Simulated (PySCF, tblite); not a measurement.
# C₅H₁₅BN₂Si: geometry, infrared bands and NMR shifts

Aim: predict the infrared bands and NMR shifts of C₅H₁₅BN₂Si (`C[SiH2]C[B@H-]([NH3+])CCC#N`).

Programs: tblite 0.8.0 and PySCF 2.14.0, with density-fitted response routines of our own. Each step states its level of theory. These are calculated values for one molecule in the gas phase, unless marked as measured. Atoms are numbered from 0 throughout.

**1. The starting structure**

24 atoms, charge 0, multiplicity 1; geometry from: force field or distance geometry start.

Bonds of the start (Å): C0–Si1 1.85, Si1–C2 1.84, C2–B3 1.59, B3–N4 1.54, B3–C5 1.59, C5–C6 1.53, C6–C7 1.47, C7–N8 1.17, C0–H9 1.11, C0–H10 1.10, C0–H11 1.13, Si1–H12 1.46, Si1–H13 1.49, C2–H14 1.11, C2–H15 1.11, B3–H16 1.21, N4–H17 1.03, N4–H18 1.05, N4–H19 1.04, C5–H20 1.12, C5–H21 1.10, C6–H22 1.12, C6–H23 1.12.

**2. Optimising the geometry with GFN2-xTB**

What the job is given:

```
{"job": {"kind": "relax", "xc": "GFN2-xTB", "basis": "xTB"}, "charge": 0, "multiplicity": 1}
C      3.342300     0.984400     0.058600
Si     2.357100    -0.551300    -0.261700
C      0.652100    -0.109700    -0.811000
B     -0.471000    -0.544600     0.222800
N     -0.549500    -2.074800     0.377900
C     -1.871700    -0.021800    -0.330700
C     -2.163600     1.407700     0.119500
C     -3.467400     1.787500    -0.449100
N     -4.497800     2.090500    -0.905400
H      4.421800     0.848400    -0.147100
H      2.949000     1.858800    -0.473500
H      3.298100     1.228600     1.160000
H      3.023100    -1.433100    -1.223100
H      2.187100    -1.241600     1.053000
H      0.492000    -0.634100    -1.774500
H      0.535900     0.979200    -0.987100
H     -0.233300    -0.081600     1.315100
H      0.239000    -2.465200     0.906400
H     -0.551300    -2.547500    -0.559900
H     -1.430400    -2.320500     0.866900
H     -2.717600    -0.659400     0.030900
H     -1.902000    -0.099800    -1.432400
H     -2.246900     1.511200     1.227500
H     -1.406700     2.108400    -0.308400
```

The run is started by

```
$ OMP_NUM_THREADS=1 python probes_run.py task.json out
```

This one command runs all jobs of the session in turn.

**Question.** This job is followed by: GFN2-xTB harmonic vibrations, gas phase; GIAO PBE0/pcSseg-1 NMR shielding, non-relativistic, gas phase. Predict these results of the whole session: strongest single infrared mode (GFN2-xTB); zero-point energy (GFN2-xTB); 13C shifts against TMS (PBE0/pcSseg-1); 1H shifts against TMS (PBE0/pcSseg-1, means over atoms taken as alike); 29Si shifts against TMS (PBE0/pcSseg-1); 11B shifts against BF3·OEt2 (PBE0/pcSseg-1); 15N shifts against NH3 (PBE0/pcSseg-1); surface potential, 1st and 99th percentile.

**Answer**, as computed:

| quantity | value |
| --- | --- |
| strongest single infrared mode (GFN2-xTB) | 1995 cm⁻¹, 495 km/mol |
| zero-point energy (GFN2-xTB) | 122.5 kcal/mol |
| 13C shifts against TMS (PBE0/pcSseg-1) | 128.0, 29.4, 14.4, 2.2, -7.3 ppm |
| 1H shifts against TMS (PBE0/pcSseg-1, means over atoms taken as alike) | 4.38, 4.09, 2.91, 2.12, 2.06, 2.00, 0.77, 0.32, 0.14, -0.14, -1.06 ppm |
| 29Si shifts against TMS (PBE0/pcSseg-1) | -45.8 ppm |
| 11B shifts against BF3·OEt2 (PBE0/pcSseg-1) | -16.2 ppm |
| 15N shifts against NH3 (PBE0/pcSseg-1) | 291.9, 54.2 ppm |
| surface potential, 1st and 99th percentile | -2.10 V and 2.71 V |

The optimisation took 220 steps and gained 0.638 eV; among the close pairs (by a distance rule), B3–N4 changed most, from 1.540 to 1.646 Å. No mode is imaginary among the 66: a minimum at this level. The strongest single mode, at 1995 cm⁻¹, moves mainly H13. GFN2-xTB is a fitted tight-binding method: band positions and strengths are rough. Its intensities can rank the bands wrongly. At PBE0/pcSseg-1: The widest tensor belongs to N8: span 486 ppm, with a paramagnetic part of -364 ppm.
